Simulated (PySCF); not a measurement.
**RbSe at other levels of theory**

Starting from one script, swap the method and compare what comes out for RbSe.

Method: method and basis as typed in the scripts; program: PySCF 2.14.0.

3 further runs of the same task are left out: 1 for a known fault of the program, 2 that didn't finish.

### Step 1. The starting structure

RbSe: 2 atoms, charge 0, spin multiplicity 2.

Bond lengths: Rb1–Se2 3.396 Å.

### Step 2. Base script

Input file input.py:

```python
from pyscf import gto, scf, mp

mol = gto.M(
    atom='Rb 0 0 0; Se 0 0 3.396',
    basis='lanl2dz',
    ecp={'Rb': 'lanl2dz', 'Se': 'lanl2dz'},
    charge=0,
    spin=1,
    verbose=3,
)
mf = scf.UHF(mol)
mf.kernel()
mp.MP2(mf).kernel()
mf.dip_moment()
print('orbital energies (hartree):', [e[max(0, n-3):n+3].round(4) for e, n in zip(mf.mo_energy, mol.nelec)])
```

Started as:

```sh
$ OMP_NUM_THREADS=1 python input.py
```

### Step 3. RHF

Run 1 changes SCF type: UHF → RHF.

Input file input.py:

```python
from pyscf import gto, scf, mp

mol = gto.M(
    atom='Rb 0 0 0; Se 0 0 3.396',
    basis='lanl2dz',
    ecp={'Rb': 'lanl2dz', 'Se': 'lanl2dz'},
    charge=0,
    spin=1,
    verbose=3,
)
mf = scf.RHF(mol)
mf.kernel()
mp.MP2(mf).kernel()
mf.dip_moment()
print('orbital energies (hartree):', mf.mo_energy[..., max(0, mol.nelec[1]-3):mol.nelec[0]+3].round(4))
```

### Step 4. Revpbe (UKS)

Run 2 changes functional: none (Hartree–Fock) → revpbe; SCF type: UHF → UKS; step after the SCF: mp2 → analyze.

Changes to input.py since step 2:

```diff
@@ -1,2 +1,2 @@
-from pyscf import gto, scf, mp
+from pyscf import gto, dft
 
@@ -10,5 +10,5 @@
 )
-mf = scf.UHF(mol)
+mf = dft.UKS(mol, xc='revpbe')
 mf.kernel()
-mp.MP2(mf).kernel()
+mf.mulliken_pop()
 mf.dip_moment()
```

### Step 5. Frozen orbitals 1

Run 3 changes frozen orbitals: none → 1.

Changes to input.py since step 2:

```diff
@@ -12,3 +12,3 @@
 mf.kernel()
-mp.MP2(mf).kernel()
+mp.MP2(mf, frozen=1).kernel()
 mf.dip_moment()
```

### Step 6. Tpssh (UKS)

Run 4 changes functional: none (Hartree–Fock) → tpssh; SCF type: UHF → UKS; step after the SCF: mp2 → analyze.

Changes to input.py since step 2:

```diff
@@ -1,2 +1,2 @@
-from pyscf import gto, scf, mp
+from pyscf import gto, dft
 
@@ -10,5 +10,5 @@
 )
-mf = scf.UHF(mol)
+mf = dft.UKS(mol, xc='tpssh')
 mf.kernel()
-mp.MP2(mf).kernel()
+mf.mulliken_pop()
 mf.dip_moment()
```

What does the calculation give? Wanted: for each run, E(SCF); from base; SCF dipole; after the SCF.

As calculated:

```
              run  E(SCF) (hartree)  from base (eV)  SCF dipole (D)                           after the SCF
             base        -32.632572               0           14.04               MP2 correlation -0.527 eV
              RHF        -32.619612         +0.3527           14.49               MP2 correlation -0.513 eV
     revpbe (UKS)        -33.134210  not comparable           11.26                                     n/a
frozen orbitals 1        -32.632572          0.0000           14.04  MP2 correlation -0.521 eV, core frozen
      tpssh (UKS)        -33.098684  not comparable           12.19                                     n/a
```

What this shows: Total energies of different functionals can't be compared with each other; differences within one functional can.
